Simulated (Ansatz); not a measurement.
Crystal: SbC.

```xyz
2
Lattice="3.1147 0.0000 0.0000 0.0000 3.1147 0.0000 0.0000 0.0000 3.1147" Properties=species:S:1:pos:R:3 pbc="T T T"
Sb    1.5573    1.5573    1.5573
C     0.0000    0.0000    0.0000
```

The cell was built by a generator and needn't be a form met in nature.

| Quantity | Value |
| --- | --- |
| Program | Ansatz 0.2.0 |
| Task | relaxation of cell and atoms |
| Functional | PBEsol |
| Potentials or basis | Ansatz PAW |
| Cutoff | 420 eV (not typed: the program's choice for these potentials) |
| k mesh | 9 × 9 × 9 |
| Occupations | fermi-dirac, width 0.05 eV |
| Spin | no spin polarisation |

At the start: volume 15.11 Å³/atom.

Q: How do energy, volume and symmetry change on relaxing?

A: It ends after 4 steps and the volume is 14.40 Å³/atom (-4.7 %); space group Pm-3m (No. 221, to 0.05 Å).

Step by step:
```csv
step,energy change (eV),largest force (eV/Å),volume (Å³)
1,0.0000,0.0000,30.22
2,-0.0250,0.0000,28.89
3,-0.0252,0.0000,28.81
4,-0.0236,0.0000,28.81
```

Final structure:
```
CELL_PARAMETERS angstrom
3.06552 0.00000 0.00000
0.00000 3.06552 0.00000
0.00000 0.00000 3.06552
ATOMIC_POSITIONS crystal
Sb 0.50000 0.50000 0.50000
C 0.00000 0.00000 0.00000
```

Caveat: the plane-wave basis is chosen anew once the cell has moved, so the energies of steps on either side of that aren't comparable; the PAW data sets come from PBE, with cores solved anew for the run's functional, which leaves a small shift of forces and pressure.
